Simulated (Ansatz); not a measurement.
# Br2H2O2Sn: one molecule under many settings

Aim: run Br2H2O2Sn under a spread of inputs, and see what each costs and gives.

Program: Ansatz 0.2.0, Gaussian basis. Level of theory: the settings change from run to run. These are calculated values, not measurements.

## Step 1: The geometry

An earlier PBE0-D4 in a triple-zeta def2 set relaxation fixed the geometry. Sn takes a core potential in def2 sets; no spin-orbit term is included.

SMILES `[OH][Sn]([OH])([Br])[Br]`, 7 atoms, charge 0, spin multiplicity 1.

Atoms are counted from 1 here; the program's logs count them from 0.

Bond lengths: O1–Sn2 1.942 Å, O1–H6 0.962 Å, Sn2–O3 1.934 Å, Sn2–Br4 2.440 Å, Sn2–Br5 2.453 Å, O3–H7 0.963 Å. Angles: Sn2–O1–H6 113.5°, O1–Sn2–O3 105.0°, O1–Sn2–Br4 112.8°, O1–Sn2–Br5 109.3°, O3–Sn2–Br4 108.2°, O3–Sn2–Br5 112.2°, Br4–Sn2–Br5 109.4°, Sn2–O3–H7 111.2°.

Geometry (Å):

```
O    -0.9713   -0.0470    1.3013
Sn   -0.0126    0.0407   -0.3855
O     1.5423   -1.0827   -0.1366
Br   -1.3045   -0.8509   -2.2538
Br    0.5915    2.3723   -0.8525
H    -1.5004    0.7350    1.4836
H     1.7162   -1.2356    0.7980
```

## Step 2: RPBE/def2-TZVP

Set apart from the defaults: atoms shaken by 0.08 Å, D3(BJ) dispersion.

Contents of in.yaml:

```yaml
crystal:
  periodic: [false, false, false]
  atoms:
    - {symbol: O, position_ang: [-1.050610, -0.046077, 1.321428]}
    - {symbol: Sn, position_ang: [-0.020942, 0.140634, -0.450555]}
    - {symbol: O, position_ang: [1.584783, -0.972903, -0.156695]}
    - {symbol: Br, position_ang: [-1.333331, -0.884074, -2.246545]}
    - {symbol: Br, position_ang: [0.515343, 2.397375, -0.939618]}
    - {symbol: H, position_ang: [-1.323492, 0.799986, 1.382069]}
    - {symbol: H, position_ang: [1.638181, -1.158348, 0.959752]}
basis:
  gaussian: {orbitals: def2-TZVP}
hamiltonian: {xc: {name: RPBE}, dispersion: d3bj}
```

Command:

```console
> ansatz run in.yaml --threads 4 --pin off --events-out ev --progress --plain --max-ram 11315MiB
```

The program printed:

```text
Functional definition: RPBE
  name "RPBE"
  cite "Hammer, Hansen & Nørskov, Phys. Rev. B 59, 7413 (1999) doi:10.1103/PhysRevB.59.7413"
  cite "Perdew, Burke & Ernzerhof, Phys. Rev. Lett. 77, 3865 (1996) doi:10.1103/PhysRevLett.77.3865"
  parameter kappa = 0.804
  parameter beta = 0.06672455060314922
  exchange = rpbe_x(kappa = kappa, mu = beta*pi^2/3)
  correlation = pbe_c(beta = beta)
1530 factors; their error is unknown
mean field evaluation 1: about -150034.0573 eV, gradient 9.2e1 eV
mean field evaluation 2: about -149850.6049 eV, gradient 2.5e2 eV
mean field evaluation 4: about -150047.2548 eV, gradient 2.4e1 eV
mean field evaluation 8: about -150048.3225 eV, gradient 5.9e-1 eV
mean field evaluation 16: about -150048.2750 eV, gradient 3.4e-4 eV
mean field -150048.27496218 eV, -5514.1723984865 hartree, gradient 4.7e-5 eV, S^2 0.000000; 0 other end points of the search recorded, 0 dependent functions left out
reference -150048.27500677 eV, -5514.1724001252 hartree; 55, 55 occupied and 165, 165 virtual orbitals, 1530 factors
Total energy: -150049.91002225 eV, -5514.2324858357 hartree
```

Wall time 2.4 s (4 threads of Arm Neoverse V2, shared host); peak memory 0.33 GiB.

## Step 3: rPW86-PBE/def2-TZVP

Options: charge +1, multiplicity 2, D3(BJ) with three-body dispersion.

Contents of in.yaml:

```yaml
crystal:
  periodic: [false, false, false]
  atoms:
    - {symbol: O, position_ang: [-0.971342, -0.046963, 1.301263]}
    - {symbol: Sn, position_ang: [-0.012600, 0.040747, -0.385517]}
    - {symbol: O, position_ang: [1.542298, -1.082654, -0.136581]}
    - {symbol: Br, position_ang: [-1.304476, -0.850879, -2.253781]}
    - {symbol: Br, position_ang: [0.591467, 2.372312, -0.852453]}
    - {symbol: H, position_ang: [-1.500362, 0.735010, 1.483555]}
    - {symbol: H, position_ang: [1.716215, -1.235573, 0.798015]}
basis:
  gaussian: {orbitals: def2-TZVP}
total_charge: 1
magnetization: {spin_polarized: true, initial_magnetization: 1}
hamiltonian: {xc: {name: rPW86-PBE}, dispersion: d3bjatm}
output: {forces: true}
```

Same command.

The program printed, cut to the lines that bear on the results:

```text
Functional definition: rPW86-PBE
  name "rPW86-PBE"
  cite "Murray, Lee & Langreth, J. Chem. Theory Comput. 5, 2754 (2009) doi:10.1021/ct900365q"
  cite "Perdew, Burke & Ernzerhof, Phys. Rev. Lett. 77, 3865 (1996) doi:10.1103/PhysRevLett.77.3865"
  parent pbe
[...]
1530 factors; their error is unknown
[...]
mean field -150104.72945143 eV, -5516.2470627001 hartree, gradient 2.5e-6 eV, S^2 0.751594; 10 other end points of the search recorded, 0 dependent functions left out
[...]
reference -150104.72956206 eV, -5516.2470667656 hartree; 55, 54 occupied and 165, 166 virtual orbitals, 1530 factors
Total energy: -150104.93351984 eV, -5516.2545620760 hartree
Atom 0 at    -0.971342    -0.046963     1.301263 Å, force    -0.056085    -0.613231     0.574974 eV/Å
Atom 1 at    -0.012600     0.040747    -0.385517 Å, force    -0.123476     0.133651    -0.024762 eV/Å
Atom 2 at     1.542298    -1.082654    -0.136581 Å, force     0.636362    -0.428911    -0.665866 eV/Å
Atom 3 at    -1.304476    -0.850879    -2.253781 Å, force    -0.449104    -0.294220    -0.733804 eV/Å
Atom 4 at     0.591467     2.372312    -0.852453 Å, force     0.231772     0.832775    -0.278231 eV/Å
Atom 5 at    -1.500362     0.735010     1.483555 Å, force    -0.533786     0.609060     0.310142 eV/Å
Atom 6 at     1.716215    -1.235573     0.798015 Å, force     0.294316    -0.239125     0.817548 eV/Å
Dipole moment:    -0.113032     0.177961     0.283326 e Å
```

It took 77 s on 4 threads of Arm Neoverse V2, shared host; peak memory 0.9 GiB.

Largest force 1.016 eV/Å, ⟨S²⟩ 0.752.

## Step 4: r2SCAN/def2-TZVPD

Options: a grid of angular degree 47.

Edit in.yaml of step 3 so:

```diff
@@ -11,6 +11,4 @@
 basis:
-  gaussian: {orbitals: def2-TZVP}
-total_charge: 1
-magnetization: {spin_polarized: true, initial_magnetization: 1}
-hamiltonian: {xc: {name: rPW86-PBE}, dispersion: d3bjatm}
+  gaussian: {orbitals: def2-TZVPD, final_grid: {core_spheres: 20, valence_spheres: 16, degree: 47}}
+hamiltonian: {xc: {name: r2SCAN}}
 output: {forces: true}
```

Launched as before.

The program printed, cut to the lines that bear on the results:

```text
Functional definition: r2SCAN
  name "r2SCAN"
  cite "Furness, Kaplan, Ning, Perdew & Sun, J. Phys. Chem. Lett. 11, 8208 (2020) doi:10.1021/acs.jpclett.0c02405"
  cite "Furness, Kaplan, Ning, Perdew & Sun, J. Phys. Chem. Lett. 11, 9248 (2020) doi:10.1021/acs.jpclett.0c03077"
  parent r2scan
[...]
1714 factors; their error is unknown
[...]
mean field -150056.03328681 eV, -5514.4575116577 hartree, gradient 1.3e-5 eV, S^2 0.000000; 0 other end points of the search recorded, 0 dependent functions left out
[...]
reference -150056.03331340 eV, -5514.4575126350 hartree; 55, 55 occupied and 213, 213 virtual orbitals, 1714 factors
Total energy: -150056.03331340 eV, -5514.4575126350 hartree
Atom 0 at    -0.971342    -0.046963     1.301263 Å, force     0.015113    -0.191761     0.159526 eV/Å
Atom 1 at    -0.012600     0.040747    -0.385517 Å, force    -0.050368     0.105267    -0.089752 eV/Å
Atom 2 at     1.542298    -1.082654    -0.136581 Å, force     0.124423    -0.115830    -0.168317 eV/Å
Atom 3 at    -1.304476    -0.850879    -2.253781 Å, force    -0.049267    -0.055863    -0.085982 eV/Å
Atom 4 at     0.591467     2.372312    -0.852453 Å, force     0.038475     0.114092    -0.023632 eV/Å
Atom 5 at    -1.500362     0.735010     1.483555 Å, force    -0.104657     0.157812     0.023618 eV/Å
Atom 6 at     1.716215    -1.235573     0.798015 Å, force     0.026281    -0.013718     0.184538 eV/Å
Dipole moment:    -0.105366     0.151229     0.289528 e Å
```

It took 11 s on 4 threads of Arm Neoverse V2, shared host; peak memory 0.55 GiB.

Largest force 0.250 eV/Å, dipole 1.65 D.

## Step 5: B2GP-PLYP/def2-mTZVPP

Options: high accuracy.

Edit in.yaml of step 4 so:

```diff
@@ -11,4 +11,4 @@
 basis:
-  gaussian: {orbitals: def2-TZVPD, final_grid: {core_spheres: 20, valence_spheres: 16, degree: 47}}
-hamiltonian: {xc: {name: r2SCAN}}
-output: {forces: true}
+  gaussian: {orbitals: def2-mTZVPP}
+hamiltonian: {xc: {name: B2GP-PLYP}}
+accuracy: high
```

The command is unchanged.

The program printed, cut to the lines that bear on the results:

```text
Functional definition: B2GP-PLYP
  name "B2GP-PLYP"
  cite "Karton, Tarnopolsky, Lamère, Schatz & Martin, J. Phys. Chem. A 112, 12868 (2008) doi:10.1021/jp801805p"
  cite "Becke, Phys. Rev. A 38, 3098 (1988) doi:10.1103/PhysRevA.38.3098"
  cite "Lee, Yang & Parr, Phys. Rev. B 37, 785 (1988) doi:10.1103/PhysRevB.37.785"
[...]
3109 factors; integrals over basis functions are off by at most 2.0e-8 eV
[...]
mean field -150002.23581562 eV, -5512.4804910570 hartree, gradient 5.3e-8 eV, S^2 0.000000; 0 other end points of the search recorded, 0 dependent functions left out
24 core orbitals not correlated: weight in the atoms' cores, before any rotation towards them, 1.000 or more for the frozen orbitals, at most 0.000 for the correlated occupied ones
reference -150002.23583556 eV, -5512.4804917894 hartree; 31, 31 occupied and 111, 111 virtual orbitals, 3109 factors
second order -31.98969408 eV of doubles, -0.00000000 eV of singles
Total energy: -150013.75212543 eV, -5512.9037076361 hartree
```

Run time: 15 s. Hardware: 4 threads of Arm Neoverse V2, shared host; peak memory 0.98 GiB.

## Step 6: CAM-B3LYP/x2c-TZVPPall

This run has atoms shaken by 0.15 Å, D3(BJ) with three-body dispersion, relativity set to scalar, the search for lower states set to off.

Contents of in.yaml:

```yaml
crystal:
  periodic: [false, false, false]
  atoms:
    - {symbol: O, position_ang: [-1.000426, -0.318993, 1.301241]}
    - {symbol: Sn, position_ang: [0.187633, -0.036283, -0.412132]}
    - {symbol: O, position_ang: [1.433079, -0.878247, -0.078977]}
    - {symbol: Br, position_ang: [-1.190704, -0.813528, -2.421289]}
    - {symbol: Br, position_ang: [0.532598, 2.265624, -0.686656]}
    - {symbol: H, position_ang: [-1.399708, 0.854371, 1.229189]}
    - {symbol: H, position_ang: [1.760206, -1.367587, 0.684039]}
basis:
  gaussian: {orbitals: x2c-TZVPPall}
hamiltonian: {xc: {name: CAM-B3LYP}, dispersion: d3bjatm, pseudopotentials: {relativity: scalar}}
scf: {lower_state_search: off}
output: {forces: true}
```

The command is unchanged.

The program printed, cut to the lines that bear on the results:

```text
Functional definition: CAM-B3LYP
  name "CAM-B3LYP"
  cite "Yanai, Tew & Handy, Chem. Phys. Lett. 393, 51 (2004) doi:10.1016/j.cplett.2004.06.011"
  cite "Iikura, Tsuneda, Yanai & Hirao, J. Chem. Phys. 115, 3540 (2001) doi:10.1063/1.1383587"
  cite "Becke, Phys. Rev. A 38, 3098 (1988) doi:10.1103/PhysRevA.38.3098"
  cite "Lee, Yang & Parr, Phys. Rev. B 37, 785 (1988) doi:10.1103/PhysRevB.37.785"
  cite "Vosko, Wilk & Nusair, Can. J. Phys. 58, 1200 (1980) doi:10.1139/p80-159"
[...]
  # Exact exchange under (alpha + beta erf(omega r))/r, Becke's under what is left of 1/r.
[...]
1875 factors; their error is unknown
306 factors; integrals over basis functions are off by at most 1.7e-5 eV
[...]
mean field -314061.67747713 eV, -11541.5537686338 hartree, gradient 5.1e-6 eV, S^2 0.000000; 0 other end points of the search recorded, 0 dependent functions left out
[...]
reference -314061.67760001 eV, -11541.5537731493 hartree; 69, 69 occupied and 177, 177 virtual orbitals, 1875 factors
Total energy: -314061.89355244 eV, -11541.5617092550 hartree
Relativity: scalar
Atom 0 at    -1.000426    -0.318993     1.301241 Å, force    -0.799030     6.206129    -2.190053 eV/Å
Atom 1 at     0.187633    -0.036283    -0.412132 Å, force   -23.358468    11.887323    -4.675018 eV/Å
Atom 2 at     1.433079    -0.878247    -0.078977 Å, force    21.717311   -14.842690     6.156614 eV/Å
Atom 3 at    -1.190704    -0.813528    -2.421289 Å, force     0.638087     0.254654     0.737110 eV/Å
Atom 4 at     0.532598     2.265624    -0.686656 Å, force     0.311854     1.856116    -0.259987 eV/Å
Atom 5 at    -1.399708     0.854371     1.229189 Å, force     1.491316    -5.536037     0.817312 eV/Å
Atom 6 at     1.760206    -1.367587     0.684039 Å, force    -0.001069     0.174505    -0.585979 eV/Å
Dipole moment:     0.536829     0.059226     0.209780 e Å
Checks for a lower state left out: stability, starts, cluster_reference, orbital_swaps, neighbouring_geometries, increment
```

Wall time 10 s (4 threads of Arm Neoverse V2, shared host); peak memory 1.2 GiB.

Largest force 27.016 eV/Å, dipole 2.78 D.

## Step 7: BHLYP/def2-TZVPD

Options: unrestricted orbitals.

Contents of in.yaml:

```yaml
crystal:
  periodic: [false, false, false]
  atoms:
    - {symbol: O, position_ang: [-0.971342, -0.046963, 1.301263]}
    - {symbol: Sn, position_ang: [-0.012600, 0.040747, -0.385517]}
    - {symbol: O, position_ang: [1.542298, -1.082654, -0.136581]}
    - {symbol: Br, position_ang: [-1.304476, -0.850879, -2.253781]}
    - {symbol: Br, position_ang: [0.591467, 2.372312, -0.852453]}
    - {symbol: H, position_ang: [-1.500362, 0.735010, 1.483555]}
    - {symbol: H, position_ang: [1.716215, -1.235573, 0.798015]}
basis:
  gaussian: {orbitals: def2-TZVPD}
magnetization: {spin_polarized: true, initial_magnetization: 0}
hamiltonian: {xc: {name: BHLYP}}
output: {forces: true}
```

Same command.

The program printed, cut to the lines that bear on the results:

```text
Functional definition: BHLYP
  name "BHLYP"
  cite "Becke, J. Chem. Phys. 98, 1372 (1993) doi:10.1063/1.464304"
  cite "Becke, Phys. Rev. A 38, 3098 (1988) doi:10.1103/PhysRevA.38.3098"
  cite "Lee, Yang & Parr, Phys. Rev. B 37, 785 (1988) doi:10.1103/PhysRevB.37.785"
[...]
2050 factors; their error is unknown
[...]
mean field -150052.01358339 eV, -5514.3097902818 hartree, gradient 2.3e-5 eV, S^2 0.000000; 0 other end points of the search recorded, 0 dependent functions left out
[...]
reference -150052.01379838 eV, -5514.3097981825 hartree; 55, 55 occupied and 213, 213 virtual orbitals, 2050 factors
Total energy: -150052.01379838 eV, -5514.3097981825 hartree
Atom 0 at    -0.971342    -0.046963     1.301263 Å, force    -0.127630     0.453103    -0.182938 eV/Å
Atom 1 at    -0.012600     0.040747    -0.385517 Å, force     0.072433    -0.133642     0.117195 eV/Å
Atom 2 at     1.542298    -1.082654    -0.136581 Å, force    -0.162316     0.103172     0.497622 eV/Å
Atom 3 at    -1.304476    -0.850879    -2.253781 Å, force    -0.004453    -0.009867     0.014496 eV/Å
Atom 4 at     0.591467     2.372312    -0.852453 Å, force     0.005193    -0.021011     0.020289 eV/Å
Atom 5 at    -1.500362     0.735010     1.483555 Å, force     0.217561    -0.408159    -0.006222 eV/Å
Atom 6 at     1.716215    -1.235573     0.798015 Å, force    -0.000788     0.016404    -0.460443 eV/Å
Dipole moment:    -0.120351     0.185598     0.272204 e Å
```

Wall time 22 s (4 threads of Arm Neoverse V2, shared host); peak memory 1.6 GiB.

Largest force 0.533 eV/Å, dipole 1.68 D, ⟨S²⟩ 0.000.

## Step 8: wB97X-V/def2-mTZVP

Edit in.yaml of step 7 so:

```diff
@@ -11,5 +11,4 @@
 basis:
-  gaussian: {orbitals: def2-TZVPD}
-magnetization: {spin_polarized: true, initial_magnetization: 0}
-hamiltonian: {xc: {name: BHLYP}}
+  gaussian: {orbitals: def2-mTZVP}
+hamiltonian: {xc: {name: wB97X-V}}
 output: {forces: true}
```

The command is unchanged.

The program printed, cut to the lines that bear on the results:

```text
Functional definition: wB97X-V
  name "wB97X-V"
  cite "Mardirossian & Head-Gordon, Phys. Chem. Chem. Phys. 16, 9904 (2014) doi:10.1039/C3CP54374A"
  cite "Becke, J. Chem. Phys. 107, 8554 (1997) doi:10.1063/1.475007"
  cite "Vydrov & Van Voorhis, J. Chem. Phys. 133, 244103 (2010) doi:10.1063/1.3521275"
[...]
      + integral(e_c_pw_opposite_spin*poly(b97_u_opposite, cos0, cos1)) + vv10(b, c)
1562 factors; integrals over basis functions are off by at most 1.1e-3 eV
397 factors; integrals over basis functions are off by at most 8.9e-6 eV
[...]
mean field -150040.96691589 eV, -5513.9038327387 hartree, gradient 2.4e-5 eV, S^2 0.000000; 0 other end points of the search recorded, 0 dependent functions left out
[...]
reference -150040.96691373 eV, -5513.9038326595 hartree; 55, 55 occupied and 107, 107 virtual orbitals, 1562 factors
Total energy: -150040.96691373 eV, -5513.9038326595 hartree
Atom 0 at    -0.971342    -0.046963     1.301263 Å, force     0.011545    -0.160060     0.093819 eV/Å
Atom 1 at    -0.012600     0.040747    -0.385517 Å, force    -0.053893     0.106988    -0.198124 eV/Å
Atom 2 at     1.542298    -1.082654    -0.136581 Å, force     0.113037    -0.076782    -0.179942 eV/Å
Atom 3 at    -1.304476    -0.850879    -2.253781 Å, force    -0.004941     0.010320    -0.020390 eV/Å
Atom 4 at     0.591467     2.372312    -0.852453 Å, force    -0.008330    -0.000182    -0.014809 eV/Å
Atom 5 at    -1.500362     0.735010     1.483555 Å, force    -0.152249     0.185707     0.096848 eV/Å
Atom 6 at     1.716215    -1.235573     0.798015 Å, force     0.094830    -0.065991     0.222599 eV/Å
Dipole moment:    -0.120832     0.171471     0.295363 e Å
```

It took 12 s on 4 threads of Arm Neoverse V2, shared host; peak memory 0.72 GiB.

Largest force 0.259 eV/Å, dipole 1.74 D.

## Step 9: HF/def2-SVP

This run has multiplicity 3, density fitting with def2-universal-jkfit, a point charge of 0.50 e beside it.

Edit in.yaml of step 8 so:

```diff
@@ -11,4 +11,4 @@
 basis:
-  gaussian: {orbitals: def2-mTZVP}
-hamiltonian: {xc: {name: wB97X-V}}
-output: {forces: true}
+  gaussian: {orbitals: def2-SVP, fitting: {mean_field: def2-universal-jkfit}, point_charges: [{charge: 0.50, position_ang: [6.530, 0.062, 0.889]}]}
+magnetization: {spin_polarized: true, initial_magnetization: 2}
+hamiltonian: {xc: {name: HF}}
```

The command is unchanged.

The program printed, cut to the lines that bear on the results:

```text
Functional definition: HF
  name "HF"
  cite "Fock, Z. Phys. 61, 126 (1930) doi:10.1007/BF01340294"
  parent pbe
[...]
940 factors; integrals over basis functions are off by at most 1.8e-1 eV
[...]
mean field -149887.04807663 eV, -5508.2474197259 hartree, gradient 4.8e-6 eV, S^2 2.018333; 5 other end points of the search recorded, 0 dependent functions left out
reference -149887.04807663 eV, -5508.2474197259 hartree; 56, 54 occupied and 72, 74 virtual orbitals, 940 factors
Total energy: -149887.04807663 eV, -5508.2474197259 hartree
```

Wall time 32 s (4 threads of Arm Neoverse V2, shared host); peak memory 0.53 GiB.

⟨S²⟩ 2.018.

## Step 10: CAM-B3LYP/def2-TZVPP

This run has a grid of angular degree 23, the search for lower states set to light.

Edit in.yaml of step 9 so:

```diff
@@ -11,4 +11,4 @@
 basis:
-  gaussian: {orbitals: def2-SVP, fitting: {mean_field: def2-universal-jkfit}, point_charges: [{charge: 0.50, position_ang: [6.530, 0.062, 0.889]}]}
-magnetization: {spin_polarized: true, initial_magnetization: 2}
-hamiltonian: {xc: {name: HF}}
+  gaussian: {orbitals: def2-TZVPP, final_grid: {core_spheres: 8, valence_spheres: 7, degree: 23}}
+hamiltonian: {xc: {name: CAM-B3LYP}}
+scf: {lower_state_search: light}
```

Same command.

The program printed, cut to the lines that bear on the results:

```text
Functional definition: CAM-B3LYP
  name "CAM-B3LYP"
  cite "Yanai, Tew & Handy, Chem. Phys. Lett. 393, 51 (2004) doi:10.1016/j.cplett.2004.06.011"
  cite "Iikura, Tsuneda, Yanai & Hirao, J. Chem. Phys. 115, 3540 (2001) doi:10.1063/1.1383587"
  cite "Becke, Phys. Rev. A 38, 3098 (1988) doi:10.1103/PhysRevA.38.3098"
  cite "Lee, Yang & Parr, Phys. Rev. B 37, 785 (1988) doi:10.1103/PhysRevB.37.785"
  cite "Vosko, Wilk & Nusair, Can. J. Phys. 58, 1200 (1980) doi:10.1139/p80-159"
[...]
  # Exact exchange under (alpha + beta erf(omega r))/r, Becke's under what is left of 1/r.
[...]
1678 factors; their error is unknown
307 factors; integrals over basis functions are off by at most 1.7e-5 eV
[...]
mean field -150061.58848295 eV, -5514.6616613506 hartree, gradient 4.4e-5 eV, S^2 0.000000; 0 other end points of the search recorded, 0 dependent functions left out
reference -150061.58862838 eV, -5514.6616666951 hartree; 55, 55 occupied and 181, 181 virtual orbitals, 1678 factors
Total energy: -150061.58862838 eV, -5514.6616666951 hartree
```

Wall time 4.7 s (4 threads of Arm Neoverse V2, shared host); peak memory 0.84 GiB.

## Step 11: The runs in one table

```
                 level  charge  multiplicity               geometry  functions  energy (eV)   time
        RPBE/def2-TZVP       0             1                 shaken        220  -150049.910  2.4 s
   rPW86-PBE/def2-TZVP       1             2                relaxed        220  -150104.934   77 s
     r2SCAN/def2-TZVPD       0             1                relaxed        268  -150056.033   11 s
 B2GP-PLYP/def2-mTZVPP       0             1                relaxed        166  -150013.752   15 s
CAM-B3LYP/x2c-TZVPPall       0             1                 shaken        246  -314061.894   10 s
      BHLYP/def2-TZVPD       0             1                relaxed        268  -150052.014   22 s
    wB97X-V/def2-mTZVP       0             1                relaxed        162  -150040.967   12 s
           HF/def2-SVP       0             3  relaxed, point charge        128  -149887.048   32 s
  CAM-B3LYP/def2-TZVPP       0             1                relaxed        236  -150061.589  4.7 s
```

## Step 12: Summary of results

```
                                         quantity                      value
                                             runs                          9
                                         quickest      RPBE/def2-TZVP, 2.4 s
                                          slowest  rPW86-PBE/def2-TZVP, 77 s
spread of total energies, same state and geometry                    47.8 eV
                  dipole, same state and geometry             1.65 to 1.74 D
```

rPW86-PBE/def2-TZVP took 32 times as long as RPBE/def2-TZVP. The jobs differ in tasks and options as well as level. Total energies at one charge and spin differ by 48 eV between levels, so only differences within one level mean anything. At the PBE0-D4/def2-TZVP geometry and in the same state, runs without warnings or point charges leave forces up to 0.53 eV/Å (BHLYP/def2-TZVPD), against 27.0 eV/Å where the atoms were moved. At that geometry and state the dipole changes by 6 % between the lowest and highest value.
